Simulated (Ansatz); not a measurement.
The system is Sr2SO.

```
Sr S O
1.0
     4.04324    0.00000    0.00000
     0.00000    4.04324    0.00000
     0.00000    0.00000    5.71800
Sr S O
2 1 1
Direct
  0.50000 0.50000 0.50000
  0.00000 0.00000 0.00000
  0.00000 0.00000 0.50000
  0.50000 0.50000 0.00000
```

The cell comes from a database or a generator and needn't be the stable form of this composition.

Base run:

```yaml
Program: Ansatz 0.2.0
Functional: HSE06 form with a typed share of exact exchange
Potentials_or_basis: Ansatz PAW
Cutoff: "420 eV (not typed: the program's choice for these potentials)"
k_mesh: 4 × 4 × 3
Occupations: fermi-dirac, width 0.05 eV
Spin: no spin polarisation
```

Its results: band gap on the k mesh 2.45 eV, direct; pressure -0.4 GPa.

The run is repeated on the same cell with these changes: share of exact exchange from 0.05 to 0.2. What comes out?

Band gap on the k mesh 3.19 eV, direct; pressure -1.0 GPa.

Caveats: odd divisions of the mesh miss points on the zone boundary, where band edges often lie, so the gap on the mesh can be too wide; the PAW data sets come from PBE, with cores solved anew for the run's functional, which leaves a small shift of forces and pressure; the thresholds are loose for stress.

A k mesh can miss the band edges.
